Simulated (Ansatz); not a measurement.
# ZnH₂S (SMILES [SH][ZnH]): one structure at several levels

The task here is to estimate one member of a computed series from the others.

Computed with Ansatz 0.2.0, Gaussian basis. Level: single points in def2-TZVPP.

Correlated methods freeze the cores. The 3s and 3p shells of Cu and Zn are frozen; filled d shells are correlated.

## Where the work starts

4 atoms, charge 0, spin multiplicity 1.

Atoms are counted from 1 here; the program's logs count them from 0.

Bond lengths: S1–Zn2 2.324 Å, S1–H3 1.374 Å, Zn2–H4 1.573 Å. Angles: Zn2–S1–H3 101.9°, S1–Zn2–H4 159.8°.

Geometry (Å):

```mol
H2SZn
  3D, bonds by distance, orders not assigned

  4  3  0  0  0  0  0  0  0  0999 V2000
   -0.0393   -1.4572    0.3361 S   0  0
   -0.2359    0.7517   -0.3575 Zn  0  0
    1.1003   -1.4126    1.1018 H   0  0
   -0.7831    2.0193   -1.1106 H   0  0
  1  2  8  0
  1  3  8  0
  2  4  8  0
M  END
```

The first run:

The input, run/in.yaml:

```yaml
crystal:
  periodic: [false, false, false]
  atoms:
    - {symbol: S, position_ang: [-0.039300, -1.457200, 0.336100]}
    - {symbol: Zn, position_ang: [-0.235900, 0.751700, -0.357500]}
    - {symbol: H, position_ang: [1.100300, -1.412600, 1.101800]}
    - {symbol: H, position_ang: [-0.783100, 2.019300, -1.110600]}
basis:
  gaussian: {orbitals: def2-TZVPP}
correlation: {method: ccsd_t, frozen_orbitals: {H: 0, S: 5, Zn: 9}}
output: {forces: true}
```

The command line of these runs was not kept.

Steps of the session up to this table: CCSD(T)/def2-TZVPP; PBE0-D4/def2-TZVPP; wB97M-V/def2-TZVPP; r2SCAN-D4/def2-TZVPP; PBE-D4/def2-TZVPP; BHLYP-D4/def2-TZVPP; BLYP-D4/def2-TZVPP.

One of the session's tables, all rows but one given; the rest of the session is left out.

```
   method  RMS force component (eV/Å)  angle to CCSD(T) forces (°)  dipole (D)
  CCSD(T)                       0.570                    reference        2.00
  PBE0-D4                       0.581                          6.2        1.98
  wB97M-V                       0.606                          2.8        2.02
r2SCAN-D4                       0.598                          6.5        1.91
   PBE-D4                       0.495                         13.8        1.76
 BHLYP-D4                           ?                            ?           ?
  BLYP-D4                       0.428                          9.8        1.69
```

**Question.** Estimate the row for BHLYP-D4.

The run gave: RMS force component (eV/Å): 0.626; angle to CCSD(T) forces (°): 7.9; dipole (D): 2.10. In the column «RMS force component (eV/Å)» it is the highest.
